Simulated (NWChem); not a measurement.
# GeSi2H8 (SMILES [SiH3][GeH2][SiH3]) at 4 levels

Aim: a comparison of 4 runs (HF/STO-3G, HF/3-21G, B3LYP/6-31G*) of GeSi2H8. 

The calculation is run with NWChem 7.3.0.

### Step 1. The structure to begin with

GeSi2H8: 11 atoms, total charge 0, spin state singlet. SMILES: `[SiH3][GeH2][SiH3]`. The coordinates come from a PBE0-D4/def2-TZVP relaxation.

Bond lengths: Si1–Ge2 2.379 Å, Ge2–Si3 2.379 Å, Si1–H4 1.487 Å, Si1–H5 1.487 Å, Si1–H6 1.487 Å, Ge2–H7 1.541 Å, Ge2–H8 1.541 Å, Si3–H9 1.487 Å, Si3–H10 1.487 Å, Si3–H11 1.487 Å. Some angles: Si1–Ge2–Si3 111.0°, Si1–Ge2–H7 109.6°, Si1–Ge2–H8 109.6°, Si3–Ge2–H7 109.6°, Si3–Ge2–H8 109.5°, Ge2–Si1–H4 109.7°, Ge2–Si1–H5 109.7°, Ge2–Si1–H6 111.0°, Ge2–Si3–H9 111.0°, Ge2–Si3–H10 109.7°.

### Step 2. Energy and forces at HF/STO-3G (run 1)

calc.nw

```
start calc
title "GeH8Si2 hf"
memory total 2200 mb
charge 0

geometry noautosym nocenter noautoz
   Si      -1.240700       1.300100      -0.847900
   Ge      -0.347500      -0.027400       0.912300
   Si       1.520900      -1.293400       0.160700
   H       -1.664500       0.423300      -1.971800
   H       -0.201200       2.240300      -1.344600
   H       -2.414700       2.084500      -0.382000
   H        0.080900       0.883300       2.078800
   H       -1.435600      -0.980200       1.443500
   H        2.082700      -2.120500       1.261200
   H        2.579600      -0.376700      -0.339400
   H        1.105400      -2.190400      -0.950100
end

basis spherical bse
   * library STO-3G
end

scf
   thresh 1e-08
   maxiter 80
   print medium
end

task scf gradient
```

Started as:

```bash
$ nwchem calc.nw > calc.out
```

Log:

```text
[...]
  functions       =    44
[...]
  wavefunction    = RHF
[...]
         Total SCF energy =  -2627.654717706994
      One-electron energy =  -4347.476178764600
      Two-electron energy =   1387.371819455248
 Nuclear repulsion energy =    332.449641602359
        Time for solution =      3.4s
[...]
                         RHF ENERGY GRADIENTS
    atom               coordinates                        gradient
                 x          y          z           x          y          z
   1 Si     -2.344583   2.456833  -1.602299    0.002966  -0.004313   0.005848
   2 Ge     -0.656680  -0.051778   1.723997    0.008837   0.000604  -0.022641
   3 Si      2.874084  -2.444172   0.303679   -0.006211   0.004145   0.002421
   4 H      -3.145449   0.799921  -3.726162   -0.008768  -0.021116  -0.023799
   5 H      -0.380213   4.233553  -2.540926    0.024357   0.020031  -0.009586
   6 H      -4.563121   3.939134  -0.721875   -0.025726   0.016627   0.011786
   7 H       0.152879   1.669195   3.928362    0.012170   0.025328   0.031648
   8 H      -2.712891  -1.852309   2.727819   -0.029936  -0.026476   0.014013
   9 H       3.935732  -4.007164   2.383322    0.011243  -0.017654   0.025317
  10 H       4.874737  -0.711860  -0.641373    0.022206   0.021935  -0.010597
  11 H       2.088903  -4.139256  -1.795429   -0.011138  -0.019111  -0.024410
[...]
```

Wall time 5.1 s (1 thread of Intel Xeon Platinum 8488C (Sapphire Rapids), shared host); peak memory 0.1 GiB.

### Step 3. Energy and forces at HF/3-21G (run 2)

run.xyz

```xyz
11
GeH8Si2 gradient
Si    -1.240700     1.300100    -0.847900
Ge    -0.347500    -0.027400     0.912300
Si     1.520900    -1.293400     0.160700
H     -1.664500     0.423300    -1.971800
H     -0.201200     2.240300    -1.344600
H     -2.414700     2.084500    -0.382000
H      0.080900     0.883300     2.078800
H     -1.435600    -0.980200     1.443500
H      2.082700    -2.120500     1.261200
H      2.579600    -0.376700    -0.339400
H      1.105400    -2.190400    -0.950100
```

run.nw

```
echo
start run
title "GeH8Si2 gradient"
memory stack 880 mb heap 220 mb global 1100 mb

geometry noautosym nocenter noautoz
 load run.xyz
end

basis spherical bse
 Si library 3-21G
 Ge library 3-21G
 H library 3-21G
end

scf
 nopen 0
 rhf
 thresh 1e-08
 maxiter 80
 print medium
end

task scf gradient
```

Started as:

```bash
$ nwchem run.nw > run.out
```

Log:

```text
[...]
  functions       =    64
[...]
  wavefunction    = RHF
[...]
         Total SCF energy =  -2644.737993397309
      One-electron energy =  -4350.769456757866
      Two-electron energy =   1373.581821758198
 Nuclear repulsion energy =    332.449641602359
        Time for solution =      3.7s
[...]
                         RHF ENERGY GRADIENTS
    atom               coordinates                        gradient
                 x          y          z           x          y          z
   1 Si     -2.344583   2.456833  -1.602299    0.003788  -0.005324   0.006767
   2 Ge     -0.656680  -0.051778   1.723997    0.004726   0.000329  -0.012099
   3 Si      2.874084  -2.444172   0.303679   -0.007450   0.005112   0.002610
   4 H      -3.145449   0.799921  -3.726162   -0.000069   0.000219   0.000339
   5 H      -0.380213   4.233553  -2.540926   -0.000352  -0.000105   0.000230
   6 H      -4.563121   3.939134  -0.721875    0.000372  -0.000235  -0.000231
   7 H       0.152879   1.669195   3.928362   -0.000558  -0.000195   0.000963
   8 H      -2.712891  -1.852309   2.727819   -0.000264   0.000129   0.001098
   9 H       3.935732  -4.007164   2.383322   -0.000116   0.000235  -0.000399
  10 H       4.874737  -0.711860  -0.641373   -0.000192  -0.000256   0.000300
  11 H       2.088903  -4.139256  -1.795429    0.000116   0.000092   0.000423
[...]
```

It took 5.7 s on 1 thread of Intel Xeon Platinum 8488C (Sapphire Rapids), shared host; peak memory 0.1 GiB.

### Step 4. Energy and gradient at B3LYP/6-31G(d) (Cartesian functions) (run 3)

run.py

```python
from ase import Atoms
from ase.calculators.nwchem import NWChem

molecule = Atoms(['Si', 'Ge', 'Si', 'H', 'H', 'H', 'H', 'H', 'H', 'H', 'H'], positions=[
    [-1.240700, 1.300100, -0.847900],
    [-0.347500, -0.027400, 0.912300],
    [1.520900, -1.293400, 0.160700],
    [-1.664500, 0.423300, -1.971800],
    [-0.201200, 2.240300, -1.344600],
    [-2.414700, 2.084500, -0.382000],
    [0.080900, 0.883300, 2.078800],
    [-1.435600, -0.980200, 1.443500],
    [2.082700, -2.120500, 1.261200],
    [2.579600, -0.376700, -0.339400],
    [1.105400, -2.190400, -0.950100],
])

calc = NWChem(
    label='test',
    theory='dft',
    memory='2200 mb',
    basis='6-31G*',
    dft={'xc': 'b3lyp', 'mult': '1', 'grid': 'xfine', 'convergence': 'energy 1e-08', 'iterations': '100', 'mulliken': None, 'print': 'low'},
)
molecule.calc = calc

forces = molecule.get_forces()
e = molecule.get_potential_energy()
print(f"E = {e:.6f} eV")
print("forces (eV/A):")
for s, f in zip(molecule.symbols, forces):
    print(f"{s:2s} {f[0]:10.5f} {f[1]:10.5f} {f[2]:10.5f}")
```

Started as:

```bash
$ export ASE_NWCHEM_COMMAND="nwchem PREFIX.nwi > PREFIX.nwo"
$ python run.py
```

Log:

```text
E = -72397.645174 eV
forces (eV/A):
Si   -0.07780    0.08366   -0.06921
Ge   -0.00386   -0.00170    0.00658
Si    0.10552   -0.08294    0.00046
H    -0.01805    0.00797   -0.03862
H     0.00144    0.03116   -0.03101
H    -0.02988    0.03214   -0.02139
H     0.02201    0.06978    0.12208
H    -0.09621   -0.07374    0.07184
H     0.03666   -0.03085    0.00237
H     0.04047   -0.00561   -0.01728
H     0.01975   -0.02988   -0.02576
```

The calculator wrote test.nwi:

```
title "test"

permanent_dir test

scratch_dir test

start test

geometry units angstrom nocenter noautosym noautoz
  Si -1.2406999999999999e+00 1.3001000000000000e+00 -8.4789999999999999e-01
  Ge -3.4749999999999998e-01 -2.7400000000000001e-02 9.1230000000000000e-01
  Si 1.5208999999999999e+00 -1.2934000000000001e+00 1.6070000000000001e-01
  H  -1.6645000000000001e+00 4.2330000000000001e-01 -1.9718000000000000e+00
  H  -2.0119999999999999e-01 2.2403000000000000e+00 -1.3446000000000000e+00
  H  -2.4146999999999998e+00 2.0844999999999998e+00 -3.8200000000000001e-01
  H  8.0900000000000000e-02 8.8329999999999997e-01 2.0788000000000002e+00
  H  -1.4356000000000000e+00 -9.8019999999999996e-01 1.4435000000000000e+00
  H  2.0827000000000000e+00 -2.1204999999999998e+00 1.2612000000000001e+00
  H  2.5796000000000001e+00 -3.7669999999999998e-01 -3.3939999999999998e-01
  H  1.1053999999999999e+00 -2.1903999999999999e+00 -9.5009999999999994e-01
end

memory 2200 mb

basis noprint
   * library 6-31G*
end

dft
  xc b3lyp
  mult 1
  grid xfine
  convergence energy 1e-08
  iterations 100
  mulliken
  print low
end

task dft gradient
```

test.nwo:

```text
Northwest Computational Chemistry Package (NWChem) 7.3.0
             --------------------------------------------------------

           Job information
           ---------------

    nwchem branch   = 7.3.0
    use scalapack   = T
    input           = test.nwi
    prefix          = test.
    data base       = test/test.db
    status          = startup
    nproc           =        1

           Memory information
           ------------------

    heap     =     72089596 doubles =      550.0 Mbytes
    stack    =     72089601 doubles =      550.0 Mbytes
    global   =    144179200 doubles =     1100.0 Mbytes (distinct from heap & stack)
    total    =    288358397 doubles =     2200.0 Mbytes
    verify   = yes
    hardfail = no

           Directory information
           ---------------------

  0 permanent = test
  0 scratch   = test

                                NWChem Input Module
                                -------------------

                                       test
                                       ----

[... 25 lines left out ...]
            Nuclear Dipole moment (a.u.)
[... 81 lines left out ...]
   convergence    iter        energy       DeltaE   RMS-Dens  Diis-err    time
[... 11 lines left out ...]
         Total DFT energy =    -2660.564408943757
      One electron energy =    -4364.388638130667
           Coulomb energy =     1495.234490658334
    Exchange-Corr. energy =     -123.859903073784
 Nuclear repulsion energy =      332.449641602358
[... 17 lines left out ...]
     -------------------------------------------
      Total Density - Lowdin Population Analysis
     -------------------------------------------

    Atom       Charge   Shell Charges
 -----------   ------   -------------------------------------------------------
    1 Si  14    13.88   2.00  1.98  5.89  0.41  1.76  0.30  0.94  0.61
    2 Ge  32    32.26   2.00  1.94  5.99  0.77  5.90  0.40  2.07  0.22  0.83  7.72  3.45  0.96
    3 Si  14    13.88   2.00  1.98  5.89  0.41  1.76  0.30  0.94  0.61
[... 7 lines of this table left out ...]
   11 H    1     1.02   0.50  0.52

                         DFT ENERGY GRADIENTS

    atom               coordinates                        gradient
                 x          y          z           x          y          z
   1 Si     -2.344583   2.456833  -1.602299    0.001513  -0.001627   0.001346
   2 Ge     -0.656680  -0.051778   1.723997    0.000075   0.000033  -0.000128
   3 Si      2.874084  -2.444172   0.303679   -0.002052   0.001613  -0.000009
[... 7 lines of this table left out ...]
  11 H       2.088903  -4.139256  -1.795429   -0.000384   0.000581   0.000501

 Task  times  cpu:       56.1s     wall:       56.1s
 Total times  cpu:       56.1s     wall:       56.1s
```

Run time: 57 s. Hardware: 1 thread of Intel Xeon Platinum 8488C (Sapphire Rapids), shared host; peak memory 0.16 GiB.

### Step 5. Energy and gradient at B3LYP/6-31G(d) (spherical functions) (run 4)

run.py

```python
from ase import Atoms
from ase.calculators.nwchem import NWChem

system = Atoms('SiGeSiHHHHHHHH', positions=[
    [-1.240700, 1.300100, -0.847900],
    [-0.347500, -0.027400, 0.912300],
    [1.520900, -1.293400, 0.160700],
    [-1.664500, 0.423300, -1.971800],
    [-0.201200, 2.240300, -1.344600],
    [-2.414700, 2.084500, -0.382000],
    [0.080900, 0.883300, 2.078800],
    [-1.435600, -0.980200, 1.443500],
    [2.082700, -2.120500, 1.261200],
    [2.579600, -0.376700, -0.339400],
    [1.105400, -2.190400, -0.950100],
])

calc = NWChem(
    label='geh8si2',
    theory='dft',
    memory='2200 mb',
    basis='6-31G*',
    basispar='spherical bse',
    dft={'xc': 'b3lyp', 'mult': '1', 'grid': 'xfine', 'convergence': 'energy 1e-08', 'iterations': '100', 'mulliken': None},
)
system.calc = calc

forces = system.get_forces()
print(f"energy = {system.get_potential_energy():.6f} eV")
print("forces (eV/A):")
for s, f in zip(system.symbols, forces):
    print(f"{s:2s} {f[0]:10.5f} {f[1]:10.5f} {f[2]:10.5f}")
print("dipole (e A):", system.get_dipole_moment().round(4))
```

Started as:

```bash
$ export ASE_NWCHEM_COMMAND="nwchem PREFIX.nwi > PREFIX.nwo"
$ python run.py
```

Log:

```text
energy = -72397.417038 eV
forces (eV/A):
Si   -0.07940    0.08618   -0.07271
Ge    0.00514   -0.00113   -0.01661
Si    0.10912   -0.08531   -0.00113
H    -0.01795    0.00761   -0.03918
H     0.00195    0.03137   -0.03137
H    -0.03044    0.03224   -0.02041
H     0.02751    0.08300    0.14079
H    -0.11272   -0.08762    0.08130
H     0.03646   -0.03106    0.00345
H     0.04078   -0.00519   -0.01774
H     0.01959   -0.03003   -0.02643
dipole (e A): [-0.0009  0.0001  0.0025]
```

The calculator wrote geh8si2.nwi:

```
title "geh8si2"

permanent_dir geh8si2

scratch_dir geh8si2

start geh8si2

geometry units angstrom nocenter noautosym noautoz
  Si -1.2406999999999999e+00 1.3001000000000000e+00 -8.4789999999999999e-01
  Ge -3.4749999999999998e-01 -2.7400000000000001e-02 9.1230000000000000e-01
  Si 1.5208999999999999e+00 -1.2934000000000001e+00 1.6070000000000001e-01
  H  -1.6645000000000001e+00 4.2330000000000001e-01 -1.9718000000000000e+00
  H  -2.0119999999999999e-01 2.2403000000000000e+00 -1.3446000000000000e+00
  H  -2.4146999999999998e+00 2.0844999999999998e+00 -3.8200000000000001e-01
  H  8.0900000000000000e-02 8.8329999999999997e-01 2.0788000000000002e+00
  H  -1.4356000000000000e+00 -9.8019999999999996e-01 1.4435000000000000e+00
  H  2.0827000000000000e+00 -2.1204999999999998e+00 1.2612000000000001e+00
  H  2.5796000000000001e+00 -3.7669999999999998e-01 -3.3939999999999998e-01
  H  1.1053999999999999e+00 -2.1903999999999999e+00 -9.5009999999999994e-01
end

memory 2200 mb

basis spherical bse noprint
   * library 6-31G*
end

dft
  xc b3lyp
  mult 1
  grid xfine
  convergence energy 1e-08
  iterations 100
  mulliken
end

task dft gradient
```

geh8si2.nwo, shortened:

```text
[...]
         Total DFT energy =    -2660.556025072472
[...]
  wavefunction    = closed shell
                         DFT ENERGY GRADIENTS
    atom               coordinates                        gradient
                 x          y          z           x          y          z
   1 Si     -2.344583   2.456833  -1.602299    0.001544  -0.001676   0.001414
   2 Ge     -0.656680  -0.051778   1.723997   -0.000100   0.000022   0.000323
   3 Si      2.874084  -2.444172   0.303679   -0.002122   0.001659   0.000022
[... 7 lines of this table left out ...]
  11 H       2.088903  -4.139256  -1.795429   -0.000381   0.000584   0.000514
[...]
```

Run time: 59 s. Hardware: 1 thread of Intel Xeon Platinum 8488C (Sapphire Rapids), shared host; peak memory 0.15 GiB.

### Step 6. Overview of the runs

```tsv
run	level	Cartesian functions	iteration cap	energy (Eh)	dipole moment (D)	HOMO energy (eV)	LUMO energy (eV)	wall time
1	HF/STO-3G	no	80	-2627.654718	0.08	-8.10	10.28	5.1 s
2	HF/3-21G	no	80	-2644.737993	0.17	-10.34	3.27	5.7 s
3	B3LYP/6-31G* (Cartesian functions)	yes	100	-2660.564409	–	–	–	57 s
4	B3LYP/6-31G* (spherical functions)	no	100	-2660.556025	0.01	-7.60	0.03	59 s
```

### Step 7. Results

| quantity | value |
| --- | --- |
| run 4: total energy | -2660.55603 Eh |
| run 4: dipole moment | 0.01 D |
| run 4: HOMO energy | -7.60 eV |
| run 4: LUMO energy | 0.03 eV |
| run 4: HOMO–LUMO gap | 7.63 eV |
| run 4: largest force on an atom | 0.166 eV/Å |

What this shows: Over runs 1, 2, 4 the dipole moment (its size) runs from 0.01 D (B3LYP/6-31G*) to 0.17 D (HF/3-21G). The two ends differ in method and basis. Over runs 1, 2, 4 the HOMO–LUMO gap runs from 7.63 eV (B3LYP/6-31G*) to 18.39 eV (HF/STO-3G). In run 1 the basis is minimal, so the values are rough. All runs together took 2.1 min, the longest 59 s.
